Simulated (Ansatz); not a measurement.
# CuF: the cost of one run

Program: Ansatz 0.2.0. Level of theory: reference: DFT, HSE06, plane waves, PAW. These are calculated values, not measurements.

## 1. Starting point

The structure is hexagonal, space group P6_3/mmc (No. 194). Conventional cell: a = 2.763 Å, b = 2.763 Å, c = 6.402 Å, α = 90.00°, β = 90.00°, γ = 120.00°. Around Cu (site symmetry -3m) lie 6 F at 2.26 Å. F (site symmetry -6m2) is surrounded by 6 Cu at 2.26 Å.

As a file:

```
Cu F
1.0
     2.76254    0.00000    0.00000
    -1.38127    2.39243    0.00000
     0.00000    0.00000    6.40198
Cu F
2 2
Cartesian
  0.0000 0.0000 0.0000
  0.0000 0.0000 3.2010
  0.0000 1.5950 1.6005
  1.3813 0.7975 4.8015
```

## 2. The reference run

input.yaml reads:

```yaml
crystal:
  lattice:
    - [2.762536197, 0.0, 0.0]
    - [-1.3812680985, 2.3924265254, 0.0]
    - [0.0, 0.0, 6.4019833364]
  atoms:
    - { symbol: Cu, position: [0.0, 0.0, 0.0] }
    - { symbol: Cu, position: [0.0, 0.0, 0.5] }
    - { symbol: F, position: [0.3333333333, 0.6666666667, 0.25] }
    - { symbol: F, position: [0.6666666667, 0.3333333333, 0.75] }
kpoints:
  mp_grid: { grid: [6, 6, 2] }
hamiltonian:
  xc: hse06
scf:
  occupations: { method: fermi_dirac, width: 0.02 }
  n_extra_bands: 5
output:
  forces: true
  stress: true
  eigenvalues: true
```

Run with:

```sh
$ ansatz run input.yaml --threads 4 --pin off --max-ram 3686MiB --backend cpu --events-out ev --progress --plain --runs-dir out
```

What time and memory should one allow on 4 threads of Intel Xeon Platinum 8488C (Sapphire Rapids), shared host?

About 9.2 s, with a peak of 0.86 GiB.
